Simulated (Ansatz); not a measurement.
Relaxation of a periodic cell of 21 atoms, HC$_{19}$O (surface graphene monolayer, adsorbate HCO), to a largest force component of 0.03 eV/Å in at most 60 steps.

Level of theory: DFT PBEsol, scalar-relativistic, plane waves, PAW (Ansatz 0.2.0). Settings: cutoff 420 eV, k mesh 2x2x1, fermi-dirac smearing 0.05 eV, spin collinear.

```xyz
21
Lattice="7.3980 0.0000 0.0000 -3.6990 6.4069 0.0000 0.0000 0.0000 11.0000" Properties=species:S:1:pos:R:3:forces:R:3
C 0.000 0.000 1.000 0.26 0.08 0.06
C 1.233 0.712 1.000 0.05 -2.03 -0.46
C -1.233 2.136 1.000 0.06 0.03 0.08
C 0.000 2.847 1.000 -2.28 1.46 -1.86
C -2.466 4.271 1.000 0.05 0.06 0.03
C -1.233 4.983 1.000 -0.11 -0.13 0.02
C 2.466 0.000 1.000 -0.21 0.06 0.05
C 3.699 0.712 1.000 0.05 0.05 0.00
C 1.233 2.136 1.000 -0.04 -0.24 0.25
C 2.466 2.847 1.000 2.83 1.46 -3.26
C 0.000 4.271 1.000 -0.14 0.15 -0.17
C 1.233 4.983 1.000 0.05 0.04 -0.09
C 4.932 0.000 1.000 -0.01 0.01 0.02
C 6.165 0.712 1.000 -0.04 0.07 -0.04
C 3.699 2.136 1.000 -0.24 0.06 -0.11
C 4.932 2.847 1.000 0.08 0.20 0.11
C 2.466 4.271 1.000 0.08 -0.04 -0.41
C 3.699 4.983 1.000 0.17 -0.10 0.08
C 1.267 2.535 2.490 0.79 -1.08 7.24
H 2.188 2.769 3.040 1.31 0.61 -1.11
O 0.540 2.350 3.440 -2.71 -0.72 -0.43
```

Question: Where does it end, and by what steps?

Answer: It converged. The force dipped under the threshold on the way, but the program's further checks kept it going. Limits of this set-up: coarse k mesh, slab without dipole correction. After 25 steps the energy has fallen by 2.629 eV; H20 moved furthest, 1.25 Å.

```json
{"step": "0", "energy less start (eV)": "0.0000", "largest force component (eV/Å)": "7.237", "accepted": "yes"}
{"step": "1", "energy less start (eV)": "-1.4853", "largest force component (eV/Å)": "5.624", "accepted": "yes"}
{"step": "2", "energy less start (eV)": "-2.2237", "largest force component (eV/Å)": "2.181", "accepted": "yes"}
{"step": "3", "energy less start (eV)": "-2.3473", "largest force component (eV/Å)": "1.065", "accepted": "yes"}
{"step": "4", "energy less start (eV)": "-2.4080", "largest force component (eV/Å)": "0.579", "accepted": "yes"}
{"step": "5", "energy less start (eV)": "-2.4582", "largest force component (eV/Å)": "0.288", "accepted": "yes"}
{"step": "6", "energy less start (eV)": "-2.4999", "largest force component (eV/Å)": "0.459", "accepted": "yes"}
{"step": "7", "energy less start (eV)": "-2.5414", "largest force component (eV/Å)": "0.568", "accepted": "yes"}
{"step": "8", "energy less start (eV)": "-2.5850", "largest force component (eV/Å)": "0.568", "accepted": "yes"}
{"step": "9", "energy less start (eV)": "-2.6061", "largest force component (eV/Å)": "0.411", "accepted": "yes"}
{"step": "10", "energy less start (eV)": "-2.6145", "largest force component (eV/Å)": "0.627", "accepted": "yes"}
{"step": "11", "energy less start (eV)": "-2.6068", "largest force component (eV/Å)": "0.400", "accepted": "no"}
{"step": "12", "energy less start (eV)": "-2.6266", "largest force component (eV/Å)": "0.158", "accepted": "yes"}
{"step": "13", "energy less start (eV)": "-2.6273", "largest force component (eV/Å)": "0.116", "accepted": "yes"}
{"step": "14", "energy less start (eV)": "-2.6279", "largest force component (eV/Å)": "0.035", "accepted": "yes"}
{"step": "15", "energy less start (eV)": "-2.6282", "largest force component (eV/Å)": "0.066", "accepted": "yes"}
{"step": "16", "energy less start (eV)": "-2.6286", "largest force component (eV/Å)": "0.061", "accepted": "yes"}
{"step": "17", "energy less start (eV)": "-2.6257", "largest force component (eV/Å)": "0.179", "accepted": "no"}
{"step": "18", "energy less start (eV)": "-2.6290", "largest force component (eV/Å)": "0.030", "accepted": "yes"}
{"step": "19", "energy less start (eV)": "-2.6291", "largest force component (eV/Å)": "0.034", "accepted": "yes"}
{"step": "20", "energy less start (eV)": "-2.6290", "largest force component (eV/Å)": "0.052", "accepted": "no"}
{"step": "21", "energy less start (eV)": "-2.6291", "largest force component (eV/Å)": "0.027", "accepted": "yes"}
{"step": "22", "energy less start (eV)": "-2.6292", "largest force component (eV/Å)": "0.025", "accepted": "yes"}
{"step": "23", "energy less start (eV)": "-2.6292", "largest force component (eV/Å)": "0.042", "accepted": "yes"}
{"step": "24", "energy less start (eV)": "-2.6292", "largest force component (eV/Å)": "0.032", "accepted": "yes"}
{"step": "25", "energy less start (eV)": "-2.6292", "largest force component (eV/Å)": "0.015", "accepted": "yes"}
```

```xyz
21
Lattice="7.3980 0.0000 0.0000 -3.6990 6.4069 0.0000 0.0000 0.0000 11.0000" Properties=species:S:1:pos:R:3
C -0.031 0.088 0.952
C 1.202 0.778 0.972
C -1.260 2.235 0.956
C -0.045 2.951 0.977
C -2.495 4.366 0.921
C -1.263 5.073 0.928
C 2.436 0.084 0.953
C 3.670 0.806 0.973
C 1.207 2.229 1.161
C 2.460 2.958 0.975
C -0.032 4.362 0.954
C 1.204 5.076 0.965
C 4.904 0.094 0.969
C 6.138 0.807 0.967
C 3.677 2.236 0.957
C 4.907 2.945 0.930
C 2.441 4.370 0.952
C 3.673 5.076 0.927
C 1.432 2.036 2.873
H 2.417 1.540 3.029
O 0.642 2.393 3.677
```

Whether the end is a true minimum wasn't checked by a vibrational analysis.

Run time: 5.8 min on 2 threads of Arm Neoverse V1, with other jobs on the host, peak memory 0.9 GiB.
